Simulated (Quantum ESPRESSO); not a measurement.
# In3As (Pm-3m) in Quantum ESPRESSO: reference runs

Reference runs on In3As: the cell as given and a disturbed copy.

All numbers are computed with Quantum ESPRESSO 7.5; they aren't measurements. Logs are shortened: lines on timing, memory, paths and dates and some standing lists are left out, and cuts for length are marked.

### Step 1. Starting point

Symmetry: Pm-3m, No. 221, cubic system. The conventional cell has a = 4.672 Å, b = 4.672 Å, c = 4.672 Å, α = 90.00°, β = 90.00°, γ = 90.00°. In (site symmetry 4/mmm) has 8 In at 3.30 Å and 4 As at 3.30 Å as nearest neighbours. As (site symmetry m-3m) is surrounded by 12 In at 3.30 Å.

The cell comes from a database or a generator and needn't be the stable form of this composition.

### Step 2. Single point, PBEsol

The input, pw.in:

```
&CONTROL
  calculation = 'scf'
  prefix = 'pwscf'
  outdir = './tmp'
  pseudo_dir = './pseudo'
  tprnfor = .true.
  tstress = .true.
  disk_io = 'low'
/
&SYSTEM
  ibrav = 0
  nat = 4
  ntyp = 2
  ecutwfc = 56
  ecutrho = 448
  nbnd = 31
  occupations = 'smearing'
  smearing = 'fd'
  degauss = 0.00367493
/
&ELECTRONS
  conv_thr = 8d-10
  electron_maxstep = 120
  mixing_beta = 0.5
/
ATOMIC_SPECIES
In   114.8180 in_pbesol_v1.4.uspp.F.UPF
As    74.9216 as_pbesol_v1.uspp.F.UPF
CELL_PARAMETERS angstrom
   4.6716810000    0.0000000000    0.0000000000
   0.0000000000    4.6716810000    0.0000000000
   0.0000000000    0.0000000000    4.6716810000
ATOMIC_POSITIONS crystal
In     0.5000000000    0.5000000000    0.0000000000
In     0.5000000000    0.0000000000    0.5000000000
In     0.0000000000    0.5000000000    0.5000000000
As     0.0000000000    0.0000000000    0.0000000000
K_POINTS automatic
6 6 6 0 0 0
```

The input, pp_density.in:

```
&INPUTPP
  prefix = 'pwscf'
  outdir = './tmp'
  filplot = 'density.dat'
  plot_num = 0
/
&PLOT
  nfile = 1
  filepp(1) = 'density.dat'
  iflag = 3
  output_format = 6
  fileout = 'density.cube'
/
```

The input, pp_potential.in:

```
&INPUTPP
  prefix = 'pwscf'
  outdir = './tmp'
  filplot = 'potential.dat'
  plot_num = 11
/
&PLOT
  nfile = 1
  filepp(1) = 'potential.dat'
  iflag = 3
  output_format = 6
  fileout = 'potential.cube'
/
```

Potentials or basis: GBRV 1.5 PBEsol.

The run is started by

```console
OMP_NUM_THREADS=1 mpirun -n 2 pw.x -nk 2 -in pw.in > pw.out
OMP_NUM_THREADS=1 mpirun -n 1 pp.x -in pp_density.in > pp_density.out
OMP_NUM_THREADS=1 mpirun -n 1 pp.x -in pp_potential.in > pp_potential.out
```

pw.out:

```text
This program is part of the open-source Quantum ESPRESSO suite
     for quantum simulation of materials; please cite
         "P. Giannozzi et al., J. Phys.:Condens. Matter 21 395502 (2009);
         "P. Giannozzi et al., J. Phys.:Condens. Matter 29 465901 (2017);
         "P. Giannozzi et al., J. Chem. Phys. 152 154105 (2020);
     in publications or presentations arising from this work. More details at

     Message from routine setup:
     using ibrav=0 with symmetry is DISCOURAGED, use correct ibrav instead

     K-points division:     npool     =       2
     Subspace diagonalization in iterative solution of the eigenvalue problem:
     a serial algorithm will be used

     G-vector sticks info
     --------------------
     sticks:   dense  smooth     PW     G-vecs:    dense   smooth      PW
     Sum        2785    1389    405               110195    39007    6187

     Using Slab Decomposition

     bravais-lattice index     =            0
     lattice parameter (alat)  =       8.8282  a.u.
     unit-cell volume          =     688.0439 (a.u.)^3
     number of atoms/cell      =            4
     number of atomic types    =            2
     number of electrons       =        44.00
     number of Kohn-Sham states=           31
     kinetic-energy cutoff     =      56.0000  Ry
     charge density cutoff     =     448.0000  Ry
     scf convergence threshold =      8.0E-10
     mixing beta               =       0.5000
     number of iterations used =            8  plain     mixing
     Exchange-correlation= SLA  PW   PSX  PSC
                           (   1   4  10   8   0   0   0)

     celldm(1)=   8.828198  celldm(2)=   0.000000  celldm(3)=   0.000000
     celldm(4)=   0.000000  celldm(5)=   0.000000  celldm(6)=   0.000000

     crystal axes: (cart. coord. in units of alat)
               a(1) = (   1.000000   0.000000   0.000000 )
               a(2) = (   0.000000   1.000000   0.000000 )
               a(3) = (   0.000000   0.000000   1.000000 )

     reciprocal axes: (cart. coord. in units 2 pi/alat)
               b(1) = (  1.000000  0.000000  0.000000 )
               b(2) = (  0.000000  1.000000  0.000000 )
               b(3) = (  0.000000  0.000000  1.000000 )

     PseudoPot. # 1 for In read from file:
     in_pbesol_v1.4.uspp.F.UPF
     Pseudo is Ultrasoft + core correction, Zval = 13.0
     Generated by new atomic code, or converted to UPF format
     Using radial grid of  889 points,  6 beta functions with:
                l(1) =   0
                l(2) =   0
                l(3) =   1
                l(4) =   1
                l(5) =   2
                l(6) =   2
     Q(r) pseudized with  6 coefficients,  rinner =    1.400   1.400   1.400
                                                       1.400   1.400

     PseudoPot. # 2 for As read from file:
     as_pbesol_v1.uspp.F.UPF
     Pseudo is Ultrasoft + core correction, Zval =  5.0
     Generated by new atomic code, or converted to UPF format
     Using radial grid of  875 points,  6 beta functions with:
                l(1) =   0
                l(2) =   0
                l(3) =   1
                l(4) =   1
                l(5) =   2
                l(6) =   2
     Q(r) pseudized with  8 coefficients,  rinner =    1.300   1.300   1.300
                                                       1.300   1.300

     atomic species   valence    mass     pseudopotential
     In               13.00   114.81800     In( 1.00)
     As                5.00    74.92160     As( 1.00)

     48 Sym. Ops., with inversion, found

   Cartesian axes

     site n.     atom                  positions (alat units)
         1        In     tau(   1) = (   0.5000000   0.5000000   0.0000000  )
         2        In     tau(   2) = (   0.5000000   0.0000000   0.5000000  )
         3        In     tau(   3) = (   0.0000000   0.5000000   0.5000000  )
         4        As     tau(   4) = (   0.0000000   0.0000000   0.0000000  )

     number of k points=    20  Fermi-Dirac smearing, width (Ry)=  0.0037
                       cart. coord. in units 2pi/alat
        k(    1) = (   0.0000000   0.0000000   0.0000000), wk =   0.0092593
        k(    2) = (   0.0000000   0.0000000   0.1666667), wk =   0.0555556
        k(    3) = (   0.0000000   0.0000000   0.3333333), wk =   0.0555556
        k(    4) = (   0.0000000   0.0000000  -0.5000000), wk =   0.0277778
        k(    5) = (   0.0000000   0.1666667   0.1666667), wk =   0.1111111
        k(    6) = (   0.0000000   0.1666667   0.3333333), wk =   0.2222222
[... 12 lines left out ...]
        k(   19) = (   0.3333333  -0.5000000  -0.5000000), wk =   0.0555556
        k(   20) = (  -0.5000000  -0.5000000  -0.5000000), wk =   0.0092593

     Dense  grid:   110195 G-vectors     FFT dimensions: (  60,  60,  60)

     Smooth grid:    39007 G-vectors     FFT dimensions: (  45,  45,  45)

     Initial potential from superposition of free atoms

     starting charge      39.4998, renormalised to      44.0000
     Starting wfcs are   31 randomized atomic wfcs

     Self-consistent Calculation

     iteration #  1     ecut=    56.00 Ry     beta= 0.50
     Davidson diagonalization with overlap
     ethr =  1.00E-02,  avg # of iterations =  3.9

     total energy              =    -435.81591015 Ry
     estimated scf accuracy    <      10.40935488 Ry

     iteration #  2     ecut=    56.00 Ry     beta= 0.50
     Davidson diagonalization with overlap
     ethr =  1.00E-02,  avg # of iterations =  2.1

     total energy              =    -439.02869631 Ry
     estimated scf accuracy    <       2.10996121 Ry

     iteration #  3     ecut=    56.00 Ry     beta= 0.50
     Davidson diagonalization with overlap
     ethr =  4.80E-03,  avg # of iterations =  2.0

     total energy              =    -439.48709873 Ry
     estimated scf accuracy    <       0.19837492 Ry

     iteration #  4     ecut=    56.00 Ry     beta= 0.50
     Davidson diagonalization with overlap
     ethr =  4.51E-04,  avg # of iterations =  3.3

     total energy              =    -439.51917885 Ry
     estimated scf accuracy    <       0.00924062 Ry

     iteration #  5     ecut=    56.00 Ry     beta= 0.50
     Davidson diagonalization with overlap
     ethr =  2.10E-05,  avg # of iterations =  4.1
[... 15 lines left out ...]
     total energy              =    -439.52078576 Ry
     estimated scf accuracy    <       0.00000046 Ry

     iteration #  8     ecut=    56.00 Ry     beta= 0.50
     Davidson diagonalization with overlap
     ethr =  1.04E-09,  avg # of iterations =  6.0

     total energy              =    -439.52078659 Ry
     estimated scf accuracy    <       0.00000007 Ry

     iteration #  9     ecut=    56.00 Ry     beta= 0.50
     Davidson diagonalization with overlap
     ethr =  1.59E-10,  avg # of iterations =  2.2

     total energy              =    -439.52078660 Ry
     estimated scf accuracy    <          1.9E-09 Ry

     iteration # 10     ecut=    56.00 Ry     beta= 0.50
     Davidson diagonalization with overlap
     ethr =  4.35E-12,  avg # of iterations =  4.3

     End of self-consistent calculation

          k = 0.0000 0.0000 0.0000 (  4945 PWs)   bands (ev):

    -5.5722  -5.5564  -5.5564  -5.5564  -5.3814  -5.3814  -5.2186  -5.2186
    -5.2186  -5.1592  -5.1592  -5.0527  -5.0225  -5.0225  -5.0225  -2.1777
     2.7618   6.1618   6.1618   6.1618   7.1193   7.1193  11.0917  11.0917
    11.0917  13.5612  13.5612  13.5612  15.0286  16.3404  16.3404

          k = 0.0000 0.0000 0.1667 (  4873 PWs)   bands (ev):

    -5.5511  -5.5451  -5.5258  -5.5258  -5.3773  -5.3606  -5.2239  -5.2218
    -5.2218  -5.1791  -5.1587  -5.0697  -5.0608  -5.0608  -5.0224  -2.0533
     2.4595   5.2169   6.3721   6.3721   7.2462   8.6295  10.6722  10.7516
    10.7516  12.4625  13.1386  13.1386  15.7277  16.4600  16.8177

          k = 0.0000 0.0000 0.3333 (  4869 PWs)   bands (ev):

    -5.5399  -5.4781  -5.4408  -5.4408  -5.3671  -5.3084  -5.2351  -5.2343
    -5.2343  -5.2342  -5.1585  -5.1552  -5.1552  -5.1135  -5.0224  -1.7461
     1.7189   4.7381   6.9458   6.9458   7.5707   9.2809   9.7179   9.7179
    11.0851  11.6162  13.2863  13.2863  16.0363  16.1758  16.1759

          k = 0.0000 0.0000-0.5000 (  4918 PWs)   bands (ev):

    -5.5341  -5.4308  -5.3538  -5.3421  -5.3421  -5.2948  -5.2948  -5.2841
    -5.2686  -5.2410  -5.2044  -5.2044  -5.1645  -5.1431  -5.0224  -1.5437
     1.2953   4.6607   7.4518   7.4518   7.7982   8.9736   8.9736   9.0539
    10.4805  13.7046  13.7059  13.7059  14.2568  15.3394  15.3394

          k = 0.0000 0.1667 0.1667 (  4881 PWs)   bands (ev):
[... 13 lines left out ...]
          k = 0.0000 0.1667-0.5000 (  4874 PWs)   bands (ev):

    -5.5069  -5.4204  -5.3717  -5.3514  -5.3404  -5.2946  -5.2905  -5.2748
    -5.2637  -5.2593  -5.1946  -5.1897  -5.1770  -5.1404  -5.0565  -1.4423
     1.5018   4.2291   6.3654   7.5715   7.6087   8.6845   9.2159  11.0419
    11.1049  12.4742  12.8243  13.1276  14.2139  15.4212  15.5807

          k = 0.0000 0.3333 0.3333 (  4861 PWs)   bands (ev):

    -5.4570  -5.4549  -5.3969  -5.3725  -5.3619  -5.3068  -5.2789  -5.2659
    -5.2323  -5.2165  -5.1889  -5.1857  -5.1819  -5.1245  -5.1143  -1.3721
     2.1080   3.5048   5.2575   7.6242   7.7866   9.4957  10.0198  10.1865
    11.3757  11.6343  13.3331  13.4974  13.9727  14.2021  17.2449

          k = 0.0000 0.3333-0.5000 (  4864 PWs)   bands (ev):

    -5.4351  -5.4158  -5.4077  -5.3366  -5.3282  -5.2942  -5.2831  -5.2791
    -5.2644  -5.2619  -5.2124  -5.1737  -5.1666  -5.1444  -5.1426  -1.2151
     2.1219   3.4698   4.5880   8.0053   8.0457   9.0862   9.9240  10.3677
    11.3561  11.5577  12.5343  13.5441  13.9707  16.2436  16.3722

          k = 0.0000-0.5000-0.5000 (  4844 PWs)   bands (ev):

    -5.4214  -5.4214  -5.3754  -5.3341  -5.2933  -5.2933  -5.2881  -5.2872
    -5.2577  -5.2577  -5.2385  -5.2102  -5.1679  -5.1530  -5.1530  -1.0852
     3.1170   3.1170   3.1936   8.2822   8.6174   9.4638   9.4638  10.7614
    10.9613  10.9613  11.1506  14.9079  14.9079  16.9103  17.3426

          k = 0.1667 0.1667 0.1667 (  4860 PWs)   bands (ev):

    -5.5324  -5.4918  -5.4918  -5.4783  -5.3420  -5.3420  -5.2752  -5.2101
    -5.2101  -5.1869  -5.1869  -5.1315  -5.0998  -5.0998  -5.0395  -1.8108
     2.2945   4.8655   4.8655   7.7227   8.5797   8.5797   8.9842  10.9507
    10.9507  12.4360  12.4360  14.3062  14.3450  16.0536  16.7891

          k = 0.1667 0.1667 0.3333 (  4878 PWs)   bands (ev):

    -5.5065  -5.4587  -5.4349  -5.4045  -5.3424  -5.3047  -5.2927  -5.2382
    -5.2351  -5.1978  -5.1918  -5.1801  -5.1691  -5.1203  -5.0547  -1.5230
     1.9894   4.1627   5.4580   7.4911   7.6046   8.6701   9.5984  10.8614
    11.8088  12.3088  12.6804  13.0072  14.1707  16.5422  16.9262

          k = 0.1667 0.1667-0.5000 (  4874 PWs)   bands (ev):

    -5.4929  -5.4096  -5.3852  -5.3585  -5.3406  -5.3339  -5.3089  -5.2469
    -5.2463  -5.2436  -5.1966  -5.1940  -5.1645  -5.1508  -5.0656  -1.3419
     1.7091   4.0857   6.2813   6.5479   7.0719   8.8130  10.7323  10.8069
    11.3955  11.6730  12.1286  14.3247  15.0291  15.3328  15.7698

          k = 0.1667 0.3333 0.3333 (  4855 PWs)   bands (ev):

    -5.4800  -5.4330  -5.4148  -5.3630  -5.3553  -5.3442  -5.2882  -5.2478
    -5.2314  -5.2300  -5.1849  -5.1818  -5.1637  -5.1583  -5.0671  -1.2688
     2.2662   3.7070   5.1085   6.4022   8.0281   8.3073   9.4908  10.9313
    12.1972  12.3720  12.5184  14.3530  14.7456  15.5921  17.3669

          k = 0.1667 0.3333-0.5000 (  4868 PWs)   bands (ev):

    -5.4517  -5.4151  -5.4062  -5.3787  -5.3507  -5.3430  -5.3040  -5.2566
    -5.2360  -5.2304  -5.2018  -5.1779  -5.1728  -5.1351  -5.0895  -1.1182
     2.3310   3.6103   4.7892   6.4138   7.3391   8.7428   9.7143  10.1818
    11.9824  12.5038  13.5107  14.4191  14.8960  16.3915  16.4491

          k = 0.1667-0.5000-0.5000 (  4896 PWs)   bands (ev):

    -5.4238  -5.4238  -5.4033  -5.4006  -5.3457  -5.3457  -5.3091  -5.2596
    -5.2330  -5.2286  -5.2286  -5.1688  -5.1388  -5.1231  -5.1231  -0.9911
     3.3186   3.3186   3.4132   6.7129   8.0362   8.0362   8.6878  10.5139
    12.3643  12.3643  13.5269  15.2689  15.2689  17.1118  17.4276

          k = 0.3333 0.3333 0.3333 (  4875 PWs)   bands (ev):

    -5.4813  -5.4224  -5.4224  -5.4143  -5.3565  -5.3565  -5.3062  -5.2977
    -5.2013  -5.2013  -5.1889  -5.1889  -5.1326  -5.1326  -5.0496  -1.0375
     2.6696   4.3087   4.3087   6.3601   6.6872   6.6872   9.0133  11.3721
    12.8757  12.8757  14.7429  14.7429  16.3050  17.3578  17.3578

          k = 0.3333 0.3333-0.5000 (  4850 PWs)   bands (ev):

    -5.4586  -5.4508  -5.4169  -5.4055  -5.3941  -5.3823  -5.3278  -5.2595
    -5.2186  -5.1931  -5.1928  -5.1775  -5.1246  -5.0919  -5.0625  -0.9054
     2.9562   3.8830   5.1625   5.4711   5.7773   7.2277   8.0058  11.8716
    13.1429  13.2445  15.0270  16.3873  16.5106  16.6334  16.9268

          k = 0.3333-0.5000-0.5000 (  4824 PWs)   bands (ev):

    -5.4688  -5.4398  -5.4398  -5.4396  -5.3846  -5.3846  -5.3691  -5.2233
    -5.2135  -5.2135  -5.1867  -5.1703  -5.0768  -5.0743  -5.0743  -0.7869
     3.9217   3.9217   4.0546   5.5129   6.3306   6.3306   6.8119  12.5913
    13.4668  13.4668  16.1828  16.7387  16.7387  17.6190  17.6571

          k =-0.5000-0.5000-0.5000 (  4776 PWs)   bands (ev):

    -5.4952  -5.4539  -5.4539  -5.4539  -5.3910  -5.3910  -5.3910  -5.2089
    -5.2089  -5.2089  -5.1711  -5.1711  -5.0540  -5.0540  -5.0540  -0.6748
     4.8030   4.8030   4.8030   5.0673   5.0673   5.0673   5.6498  13.7135
    13.7135  13.7135  17.7287  17.7287  18.1100  18.1100  18.1100

     the Fermi energy is     8.9923 ev

!    total energy              =    -439.52078660 Ry
     estimated scf accuracy    <          1.8E-10 Ry
     smearing contrib. (-TS)   =      -0.00111212 Ry
     internal energy E=F+TS    =    -439.51967448 Ry

     The total energy is F=E-TS. E is the sum of the following terms:
     one-electron contribution =    -134.14800434 Ry
     hartree contribution      =     101.51051810 Ry
     xc contribution           =    -143.26071232 Ry
     ewald contribution        =    -263.62147592 Ry

     convergence has been achieved in  10 iterations

     Forces acting on atoms (cartesian axes, Ry/au):

     atom    1 type  1   force =     0.00000000    0.00000000    0.00000000
     atom    2 type  1   force =     0.00000000    0.00000000    0.00000000
     atom    3 type  1   force =     0.00000000    0.00000000    0.00000000
     atom    4 type  2   force =     0.00000000    0.00000000    0.00000000

     Total force =     0.000000     Total SCF correction =     0.000000

     Computing stress (Cartesian axis) and pressure

          total   stress  (Ry/bohr**3)                   (kbar)     P=      -25.33
  -0.00017222   0.00000000   0.00000000          -25.33        0.00        0.00
   0.00000000  -0.00017222   0.00000000            0.00      -25.33        0.00
   0.00000000   0.00000000  -0.00017222            0.00        0.00      -25.33

=------------------------------------------------------------------------------=
   JOB DONE.
=------------------------------------------------------------------------------=
```

It took 45 s on 2 MPI ranks of Arm Neoverse V2, shared host; peak memory 0.56 GiB.

Results:

```yaml
Free_energy: -5979.9849 eV
Pressure: -2.5 GPa
Band_gap_on_the_k_mesh: none (metal or under the smearing width)
```

### Step 3. Single point, PBEsol (atoms moved at random, drawn with an rms of 0.05 Å)

Edit pw.in of step 2 so:

```diff
@@ -7,3 +7,3 @@
   tstress = .true.
-  disk_io = 'low'
+  disk_io = 'nowf'
 /
@@ -33,6 +33,6 @@
 ATOMIC_POSITIONS crystal
-In     0.5000000000    0.5000000000    0.0000000000
-In     0.5000000000    0.0000000000    0.5000000000
-In     0.0000000000    0.5000000000    0.5000000000
-As     0.0000000000    0.0000000000    0.0000000000
+In     0.5028690000    0.4979900000   -0.0089040000
+In     0.4937360000   -0.0117320000    0.4955530000
+In    -0.0097910000    0.4974800000    0.5102530000
+As    -0.0010710000    0.0083410000   -0.0029350000
 K_POINTS automatic
```

Potentials or basis: GBRV 1.5 PBEsol.

The run is started by

```console
OMP_NUM_THREADS=1 mpirun -n 2 pw.x -nk 2 -in pw.in > pw.out
```

pw.out:

```text
This program is part of the open-source Quantum ESPRESSO suite
     for quantum simulation of materials; please cite
[... 10 lines left out ...]
     --------------------
     sticks:   dense  smooth     PW     G-vecs:    dense   smooth      PW
     Sum        2785    1389    405               110195    39007    6187

     Using Slab Decomposition

     bravais-lattice index     =            0
     lattice parameter (alat)  =       8.8282  a.u.
     unit-cell volume          =     688.0439 (a.u.)^3
     number of atoms/cell      =            4
     number of atomic types    =            2
     number of electrons       =        44.00
     number of Kohn-Sham states=           31
     kinetic-energy cutoff     =      56.0000  Ry
     charge density cutoff     =     448.0000  Ry
     scf convergence threshold =      8.0E-10
     mixing beta               =       0.5000
     number of iterations used =            8  plain     mixing
     Exchange-correlation= SLA  PW   PSX  PSC
                           (   1   4  10   8   0   0   0)

     celldm(1)=   8.828198  celldm(2)=   0.000000  celldm(3)=   0.000000
[... 143 lines left out ...]
     End of self-consistent calculation

     Number of k-points >= 100: set verbosity='high' to print the bands.

     the Fermi energy is     8.9895 ev

!    total energy              =    -439.52040488 Ry
     estimated scf accuracy    <          2.9E-11 Ry
     smearing contrib. (-TS)   =      -0.00104929 Ry
     internal energy E=F+TS    =    -439.51935559 Ry

     The total energy is F=E-TS. E is the sum of the following terms:
     one-electron contribution =    -134.34708370 Ry
     hartree contribution      =     101.60594858 Ry
     xc contribution           =    -143.26262212 Ry
     ewald contribution        =    -263.51559836 Ry

     convergence has been achieved in  11 iterations

     Forces acting on atoms (cartesian axes, Ry/au):

     atom    1 type  1   force =    -0.00262064   -0.00279806    0.00573343
     atom    2 type  1   force =    -0.00192680    0.00245489   -0.00269676
     atom    3 type  1   force =     0.00326178   -0.00271087   -0.00358293
     atom    4 type  2   force =     0.00128565    0.00305404    0.00054627

     Total force =     0.010329     Total SCF correction =     0.000010

     Computing stress (Cartesian axis) and pressure

          total   stress  (Ry/bohr**3)                   (kbar)     P=      -24.90
  -0.00016818  -0.00000195  -0.00000356          -24.74       -0.29       -0.52
  -0.00000195  -0.00017136  -0.00000263           -0.29      -25.21       -0.39
  -0.00000356  -0.00000263  -0.00016818           -0.52       -0.39      -24.74

=------------------------------------------------------------------------------=
   JOB DONE.
=------------------------------------------------------------------------------=
```

Wall time 3.3 min (2 MPI ranks of Arm Neoverse V2, shared host); peak memory 0.78 GiB.

Results:

- Free energy: -5979.9798 eV
- Pressure: -2.5 GPa
- Largest force: 0.177 eV/Å
- Band gap on the k mesh: none (metal or under the smearing width)

Forces on the atoms (eV/Å):
```
In  -0.067 -0.072  0.147
In  -0.050  0.063 -0.069
In   0.084 -0.070 -0.092
As   0.033  0.079  0.014
```

Stress tensor (GPa, compression positive):
```
-2.47 -0.03 -0.05
-0.03 -2.52 -0.04
-0.05 -0.04 -2.47
```
